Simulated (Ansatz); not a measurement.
# H2CS2O: the cost of one run

All numbers below are computed with Ansatz 0.2.0 (DFT LDA, plane waves, PAW, scalar-relativistic, no spin polarisation).

### 1 The system as given

The cell holds 18 atoms (C3H6O3S6): a = 6.782 Å, b = 6.782 Å, c = 6.782 Å, α = 90.00°, β = 90.00°, γ = 90.00°.

The coordinates stand in the first input below.

### 2 Preparing the start

The input, input.yaml:

```yaml
accuracy: low
crystal:
  lattice:
    - [6.782423, 0.0, 0.0]
    - [0.0, 6.782423, 0.0]
    - [0.0, 0.0, 6.782423]
  atoms:
    - { symbol: O, position: [0.2723495, 0.9394887, 0.7448271] }
    - { symbol: H, position: [0.2168776, 1.056341, 0.684315] }
    - { symbol: H, position: [0.2608008, 0.8393851, 0.6436381] }
    - { symbol: O, position: [0.2581313, 0.4147518, 0.2205109] }
    - { symbol: H, position: [0.3052908, 0.4818356, 0.1035962] }
    - { symbol: H, position: [0.239493, 0.2797809, 0.1777465] }
    - { symbol: O, position: [0.5549273, 0.608288, 0.9205226] }
    - { symbol: H, position: [0.6430286, 0.7099977, 0.8727039] }
    - { symbol: H, position: [0.6257915, 0.4867897, 0.8958297] }
    - { symbol: S, position: [0.7497925, 0.1020366, 1.2027108] }
    - { symbol: C, position: [0.7560124, 0.1151574, 0.9729983] }
    - { symbol: S, position: [0.7622323, 0.1282782, 0.7432858] }
    - { symbol: S, position: [-0.0006387, 0.617333, 0.4609539] }
    - { symbol: C, position: [0.1550412, 0.7573005, 0.36529] }
    - { symbol: S, position: [0.310721, 0.897268, 0.2696262] }
    - { symbol: S, position: [0.3487975, 0.4093405, 0.5933969] }
    - { symbol: C, position: [0.4888155, 0.5882728, 0.5565616] }
    - { symbol: S, position: [0.6288335, 0.7672052, 0.5197262] }
basis:
  ecutwfc: 420.0
kpoints:
  mp_grid: { grid: [1, 1, 1] }
hamiltonian:
  xc: lda
scf:
  occupations: { method: fermi_dirac, width: 0.05 }
  lower_state_search: "off"
relax:
  f_tol: 0.3
  max_steps: 15
  adjacent_minimum: "off"
```

Run with:

```
$ ansatz run input.yaml --threads 1 --pin off --max-ram 3072MiB --backend cpu --events-out ev --progress --plain --runs-dir out
```

Q: Estimate wall time and peak memory on 1 thread of Arm Neoverse V1, shared host.

About 23 s, with a peak of 0.34 GiB.
